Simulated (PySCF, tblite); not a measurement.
# C₃H₆B radical: geometry, infrared bands and EPR parameters

Aim: predict the infrared bands and EPR parameters of C₃H₆B radical (`B[C]1CC1`).

Programs: tblite 0.8.0 and PySCF 2.14.0, with density-fitted response routines of our own. Each step states its level of theory. These are calculated values for one molecule in the gas phase, unless marked as measured. Atoms are numbered from 0 throughout.

### 1 Starting geometry

10 atoms, charge 0, multiplicity 2; geometry from: force field or distance geometry start.

Bonds of the start (Å): B0–C1 1.61, C1–C2 1.52, C2–C3 1.51, C3–C1 1.53, B0–H4 1.16, B0–H5 1.20, C2–H6 1.10, C2–H7 1.11, C3–H8 1.11, C3–H9 1.08.

### 2 Relaxing the molecule with GFN2-xTB

Job settings and geometry (Å):

```
{"job": {"kind": "relax", "xc": "GFN2-xTB", "basis": "xTB"}, "charge": 0, "multiplicity": 2}
B      1.586200     0.231600    -0.243800
C      0.131700    -0.058600    -0.873300
C     -0.769300    -0.804400     0.095000
C     -0.935900     0.685200    -0.066000
H      2.573900    -0.140500    -0.723700
H      1.601200     0.320400     0.947900
H     -1.616200    -1.387600    -0.302200
H     -0.246200    -1.237500     0.975000
H     -0.603200     1.256600     0.830200
H     -1.713300     1.139500    -0.661700
```

The run is started by

```console
> OMP_NUM_THREADS=1 python probes_run.py task.json out
```

One launch serves the whole session: the jobs run in the order shown.

**Question.** This job is followed by: GFN2-xTB harmonic vibrations, gas phase; UKS B3LYP, pcH-1 on B C H, non-relativistic, mean-field spin-orbit, GIAO. Predict these results of the whole session: strongest single infrared mode (GFN2-xTB); zero-point energy (GFN2-xTB); g(iso) (B3LYP); ⟨S²⟩; largest a(iso) (averaged by class); surface potential, 1st and 99th percentile.

**Answer**, as computed:

| quantity | value |
| --- | --- |
| strongest single infrared mode (GFN2-xTB) | 2608 cm⁻¹, 131 km/mol |
| zero-point energy (GFN2-xTB) | 48.4 kcal/mol |
| g(iso) (B3LYP) | 2.00261 |
| ⟨S²⟩ | 0.753 (exact 0.75) |
| largest a(iso) (averaged by class) | 1H on H6, H7, H8, H9, 67.0 MHz |
| surface potential, 1st and 99th percentile | -0.57 V and 0.94 V |

What this shows: Over 52 steps the energy fell by 1.392 eV; of the close pairs, B0–C1 changed most, 1.611 to 1.476 Å. No mode is imaginary among the 24: a minimum at this level. The strongest single mode, at 2608 cm⁻¹, moves mainly H4 and H5. Unscaled tight-binding wavenumbers are off by several per cent, some by more. Its intensities can rank the bands wrongly. Most of the unpaired spin sits on C1 (0.76 e). The isotropic g lies 0.3 ppt above the free-electron value.
